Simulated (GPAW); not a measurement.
Set up this calculation in GPAW 26.7.0, as an ASE script.

| Item | Value |
| --- | --- |
| Task | band structure |
| Functional | PBEsol |
| Potentials or basis | PAW data sets generated in the run's folder for this functional |
| Cutoff | 800 eV |
| Basis | pw |
| k mesh | 7 × 7 × 2 |
| Occupations | fermi-dirac, width 0.05 eV |
| Spin | collinear spin, ferromagnetic start |
| Starting moments | [4.0, 4.0, 0.0, 0.0, 0.0, 0.0, 0.0] μB |
| Maxiter | 150 |
| Band path | GMKGALHA,LM,KH |
| Band points | 60 |

MgMn2O4:

```xyz
7
Lattice="3.0617 0.0000 0.0000 -1.5308 2.6515 0.0000 0.0000 0.0000 10.0356" Properties=species:S:1:pos:R:3 pbc="T T T"
Mn    0.0000    0.0000    2.7023
Mn    0.0000    0.0000    7.3333
Mg    0.0000    0.0000    0.0000
O     0.0000    1.7677    3.4996
O     0.0000    1.7677    8.7910
O     1.5308    0.8838    6.5360
O     1.5308    0.8838    1.2446
```

The cell comes from a database or a generator and needn't be the stable form of this composition.

The input as run:

run.py

```python
from ase import Atoms
from ase.dft.bandgap import bandgap
from ase.io import write
from ase.units import GPa
from gpaw import GPAW, PW, setup_paths

setup_paths.insert(0, '.')

atoms = Atoms(['Mn', 'Mn', 'Mg', 'O', 'O', 'O', 'O'],
              cell=[[3.0616722138, 0.0, 0.0],
                    [-1.5308361069, 2.6514859152, 0.0],
                    [0.0, 0.0, 10.0356054111]],
              scaled_positions=[[0.0, 0.0, 0.26927387],
                                [0.0, 0.0, 0.73072613],
                                [0.0, 0.0, 0.0],
                                [0.3333333333, 0.6666666667, 0.34871786],
                                [0.3333333333, 0.6666666667, 0.87597777],
                                [0.6666666667, 0.3333333333, 0.65128214],
                                [0.6666666667, 0.3333333333, 0.12402223]],
              pbc=True)
atoms.set_initial_magnetic_moments([4.0, 4.0, 0.0, 0.0, 0.0, 0.0, 0.0])

calc = GPAW(mode=PW(800),
            xc='PBEsol',
            kpts={'size': (7, 7, 2), 'gamma': True},
            occupations={'name': 'fermi-dirac', 'width': 0.05},
            nbands=54,
            convergence={'density': 1e-05, 'energy': 1e-05},
            maxiter=150,
            txt='gpaw.txt')
atoms.calc = calc
energy = atoms.get_potential_energy()
forces = atoms.get_forces()
stress = atoms.get_stress()
calc.write('gs.gpw')
write('result.traj', atoms)
print(f'Energy: {energy:.6f} eV')
print('Forces (eV/A):')
print(forces.round(4))
print('Stress (GPa):', (stress / GPa).round(3))
print('Moments:', calc.get_magnetic_moments().round(3))
print('Fermi level:', round(calc.get_fermi_level(), 4), 'eV')
print(f'Gap: {bandgap(calc)[0]:.4f} eV, direct: {bandgap(calc, direct=True)[0]:.4f} eV')

path = atoms.cell.bandpath('GMKGALHA,LM,KH', npoints=60, eps=1e-4)
bs_calc = calc.fixed_density(kpts=path, symmetry='off', nbands=76,
                             convergence={'bands': 'CBM+6.0', 'eigenstates': 1e-6}, txt='bands.txt')
bs = bs_calc.band_structure()
bs.write('bs.json')
print(f'Gap on the path: {bandgap(bs_calc)[0]:.4f} eV')
```

Potentials or basis: PAW data sets generated in the run's folder for this functional, pw.

Launch:

```console
$ gpaw-setup -f PBEsol Mg Mn O
$ OMP_NUM_THREADS=1 python run.py
```

It gave:

```
Pressure                : -8.8 GPa
Largest force           : 0.797 eV/Å
Band gap along the path : none (metal or under the smearing width)
Net moment              : 8.00 μB per cell
Site moments            : Mn +3.62; Mg +0.01; O +0.04, +0.08 μB
```

Caveat: semilocal functionals often make such compounds metallic where correlation or magnetic order opens a gap, which also shifts bond lengths; only a ferromagnetic start was run, and an antiferromagnetic order may lie lower in energy.

Wall time 7.1 min on 1 thread of Arm Neoverse V2 (shared host), peak memory 1.1 GiB.
